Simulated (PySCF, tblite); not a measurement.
# C₄H₃ClF₄: geometry, infrared bands and NMR shifts

Aim: predict the infrared bands and NMR shifts of C₄H₃ClF₄ (`F/C(=C\C(F)(F)F)CCl`).

The runs use tblite 0.8.0 and PySCF 2.14.0, with density-fitted response routines of our own; the level of theory stands in each step. All values are computed, except where a source is named. Atoms are numbered from 0 throughout.

**1. The molecule as given**

12 atoms, charge 0, multiplicity 1; geometry from: force field or distance geometry start.

Bonds of the start (Å): F0–C1 1.38, C1–C2 1.33, C2–C3 1.48, C3–F4 1.40, C3–F5 1.38, C3–F6 1.39, C1–C7 1.49, C7–Cl8 1.78, C2–H9 1.10, C7–H10 1.12, C7–H11 1.09.

**2. Geometry optimisation with GFN2-xTB**

The job: settings as JSON, then the geometry in Å.

```
{"job": {"kind": "relax", "xc": "GFN2-xTB", "basis": "xTB"}, "charge": 0, "multiplicity": 1}
F     -0.256900     0.411100     1.618800
C     -0.525600    -0.002600     0.330100
C      0.520900    -0.156400    -0.470900
C      1.912100     0.134300    -0.040800
F      2.663300    -1.033400     0.120400
F      1.952500     0.768300     1.189800
F      2.543500     0.979900    -0.945500
C     -1.929500    -0.277200    -0.077500
Cl    -2.770000     1.270700     0.144900
H      0.276700    -0.491300    -1.486800
H     -2.375200    -0.951100     0.691000
H     -2.010600    -0.653000    -1.099400
```

Started as:

```bash
$ OMP_NUM_THREADS=1 python probes_run.py task.json out
```

The driver reads the jobs from task.json and runs them one after another.

**Question.** This job is followed by: GFN2-xTB harmonic vibrations, gas phase; GIAO PBE0/pcSseg-1 NMR shielding, non-relativistic, gas phase. What will the session give for the following? strongest single infrared mode (GFN2-xTB); zero-point energy (GFN2-xTB); 13C shifts against TMS (PBE0/pcSseg-1); 1H shifts against TMS (PBE0/pcSseg-1, means over atoms taken as alike); 19F shifts against CFCl3 (PBE0/pcSseg-1, means over atoms taken as alike); 35Cl shifts against HCl (PBE0/pcSseg-1); surface potential, 1st and 99th percentile.

The runs gave:

| quantity | value |
| --- | --- |
| strongest single infrared mode (GFN2-xTB) | 1050 cm⁻¹, 348 km/mol |
| zero-point energy (GFN2-xTB) | 40.7 kcal/mol |
| 13C shifts against TMS (PBE0/pcSseg-1) | 175.0, 131.5, 110.0, 46.5 ppm |
| 1H shifts against TMS (PBE0/pcSseg-1, means over atoms taken as alike) | 5.93, 4.24 ppm |
| 19F shifts against CFCl3 (PBE0/pcSseg-1, means over atoms taken as alike) | -71.8, -92.4 ppm |
| 35Cl shifts against HCl (PBE0/pcSseg-1) | 73 ppm |
| surface potential, 1st and 99th percentile | -0.68 V and 1.57 V |

**Reading.** Relaxing lowered the energy by 0.525 eV in 134 steps; the close pair that moved most is C3–F4, from 1.398 to 1.342 Å. No mode is imaginary among the 30: a minimum at this level. The strongest single mode, at 1050 cm⁻¹, moves mainly C3. GFN2-xTB is a fitted tight-binding method: band positions and strengths are rough. Its intensities can rank the bands wrongly. The most deshielded hydrogen is H9 (hydrogen on an alkene CH), at 5.93 ppm: a vinylic proton, deshielded by the sp2 carbon and the C=C anisotropy. At PBE0/pcSseg-1: The largest span, 342 ppm, is at Cl8, where the paramagnetic term is -270 ppm. By nearest atom (PBE0/pcSseg-1), the HOMO sits on C2 42 %; C1 27 % and the LUMO on C1 37 %; C2 26 %.
